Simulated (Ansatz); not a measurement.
# CuSnF6: the cost of one run

Program: Ansatz 0.2.0. Level of theory: DFT PBEsol+U (U_eff = 7 eV on Cu d), plane waves, PAW. These are calculated values, not measurements.

3 further runs of the same task are left out: 3 that didn't finish.

### 1 Starting point

The structure is trigonal, space group R-3 (No. 148). Conventional cell: a = 5.130 Å, b = 5.130 Å, c = 13.820 Å, α = 90.00°, β = 90.00°, γ = 120.00°. Cu (site symmetry -3) is surrounded by 6 F at 2.33 Å. Sn (site symmetry -3) has 6 F at 1.96 Å as nearest neighbours. F (site symmetry 1) is surrounded by 1 Sn at 1.96 Å and 1 Cu at 2.33 Å.

Structure file:

```
Cu Sn F
1.0
     2.56500    1.48090    4.60667
    -2.56500    1.48090    4.60667
     0.00000   -2.96181    4.60667
Cu Sn F
1 1 6
Direct
  0.50000 0.50000 0.50000
  0.00000 0.00000 0.00000
  0.42100 0.80900 0.01900
  0.01900 0.42100 0.80900
  0.80900 0.01900 0.42100
  0.57900 0.19100 0.98100
  0.98100 0.57900 0.19100
  0.19100 0.98100 0.57900
```

An earlier series on this cell reached its lowest free state from «ferromagnetic start, free, natural orbitals of the symmetric run filled by rank», perhaps among other starts.

### 2 Total moment locked, 0.50 μB per cell

input.yaml

```yaml
crystal:
  lattice:
    - [2.56500002, 1.48090345, 4.60667016]
    - [-2.56500002, 1.48090345, 4.60667016]
    - [0.0, -2.9618069, 4.60667016]
  atoms:
    - { symbol: Cu, position: [0.5, 0.5, 0.5], spin: 0.5 }
    - { symbol: Sn, position: [0.0, 0.0, 0.0] }
    - { symbol: F, position: [0.421, 0.809, 0.019] }
    - { symbol: F, position: [0.019, 0.421, 0.809] }
    - { symbol: F, position: [0.809, 0.019, 0.421] }
    - { symbol: F, position: [0.579, 0.191, 0.981] }
    - { symbol: F, position: [0.981, 0.579, 0.191] }
    - { symbol: F, position: [0.191, 0.981, 0.579] }
basis:
  ecutwfc: 420
  ecutrho_ratio: 4
kpoints:
  mp_grid: { grid: [5, 5, 5] }
hamiltonian:
  xc: pbesol
  hubbard: { sites: [{ site: 0, l: d, u_eff: 7.0 }] }
scf:
  occupations: { method: gaussian, width: 0.05 }
  lower_state_search: "off"
  max_iter: 150
output:
  forces: true
  stress: true
  eigenvalues: true
  populations: true
  hubbard: { sites: [{ site: 0, l: d }] }
magnetization:
  spin_polarized: true
  initial_magnetization: 0.5
  spin_locking: { lock_magnetization: hard }
```

The lock stays on to the end, so the result is a constrained state.

Launch:

```bash
$ ansatz run input.yaml --threads 4 --pin off --max-ram 6144MiB --backend cpu --events-out ev --progress --plain --runs-dir out
```

What time and memory should one allow on 4 threads of Intel Xeon at 2.50GHz (Skylake/Cascade Lake), shared host?

About 29 s, with a peak of 0.67 GiB.
